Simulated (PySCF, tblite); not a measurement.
**C5H8O3Si: geometry, infrared bands and NMR shifts**

Aim: predict the infrared bands and NMR shifts of C5H8O3Si (`COc1occc1[SiH2]O`).

Programs: tblite 0.8.0 and PySCF 2.14.0, with density-fitted response routines of our own. Each step states its level of theory. These are calculated values for one molecule in the gas phase, unless marked as measured. Atoms are numbered from 0 throughout.

## Step 1: Starting geometry

17 atoms, charge 0, multiplicity 1; geometry from: force field or distance geometry start.

Bonds of the start (Å): C0–O1 1.41, O1–C2 1.35, C2–O3 1.36, O3–C4 1.38, C4–C5 1.38, C5–C6 1.42, C6–Si7 1.84, Si7–O8 1.66, C6–C2 1.36, C0–H9 1.09, C0–H10 1.10, C0–H11 1.09, C4–H12 1.08, C5–H13 1.09, Si7–H14 1.48, Si7–H15 1.48, O8–H16 0.98.

## Step 2: Relaxing the molecule with GFN2-xTB

Job settings and geometry (Å):

```
{"job": {"kind": "relax", "xc": "GFN2-xTB", "basis": "xTB"}, "charge": 0, "multiplicity": 1}
C     -1.484400     2.204900    -0.372000
O     -0.603100     1.173600    -0.764800
C     -0.273200     0.287100     0.199800
O     -0.838100     0.473600     1.422000
C     -0.374700    -0.539700     2.228300
C      0.469000    -1.360400     1.509900
C      0.527700    -0.814900     0.204700
Si     1.498300    -1.453900    -1.220500
O      1.298200    -0.546000    -2.593900
H     -1.665100     2.846000    -1.238500
H     -2.463000     1.795900    -0.062100
H     -1.063500     2.822000     0.425000
H     -0.736200    -0.529700     3.251200
H      0.983800    -2.233700     1.900900
H      1.084900    -2.841000    -1.534900
H      2.934400    -1.491600    -0.886100
H      0.698000     0.220000    -2.478800
```

Command:

```
> OMP_NUM_THREADS=1 python probes_run.py task.json out
```

One launch serves the whole session: the jobs run in the order shown.

**Question.** This job is followed by: GFN2-xTB harmonic vibrations, gas phase; GIAO PBE0/pcSseg-1 NMR shielding, non-relativistic, gas phase. What will the session give for the following? strongest single infrared mode (GFN2-xTB); zero-point energy (GFN2-xTB); ¹³C shifts against TMS (PBE0/pcSseg-1); ¹H shifts against TMS (PBE0/pcSseg-1, means over atoms taken as alike); ¹⁷O shifts against H2O (PBE0/pcSseg-1); ²⁹Si shifts against TMS (PBE0/pcSseg-1); surface potential, 1st and 99th percentile.

The runs gave:

| quantity | value |
| --- | --- |
| strongest single infrared mode (GFN2-xTB) | 848 cm⁻¹, 497 km/mol |
| zero-point energy (GFN2-xTB) | 75.0 kcal/mol |
| ¹³C shifts against TMS (PBE0/pcSseg-1) | 171.8, 137.4, 121.3, 90.4, 56.4 ppm |
| ¹H shifts against TMS (PBE0/pcSseg-1, means over atoms taken as alike) | 7.06, 6.43, 5.58, 4.11, 2.21 ppm |
| ¹⁷O shifts against H2O (PBE0/pcSseg-1) | 286.4, 92.5, 0.7 ppm |
| ²⁹Si shifts against TMS (PBE0/pcSseg-1) | -31.3 ppm |
| surface potential, 1st and 99th percentile | -1.58 V and 1.24 V |

**Reading.** The optimisation took 41 steps and gained 0.158 eV; among the close pairs (by a distance rule), Si7–O8 changed most, from 1.658 to 1.625 Å. No mode is imaginary among the 45: a minimum at this level. The strongest single mode, at 848 cm⁻¹, moves mainly H16. Unscaled tight-binding wavenumbers are off by several per cent, some by more. Its intensities can rank the bands wrongly. At PBE0/pcSseg-1: Shielding is most anisotropic at O3 (span 292 ppm, paramagnetic term -353 ppm). NICS(1)zz of -23 ppm above the planar ring from C2 marks a diatropic (aromatic) ring current.
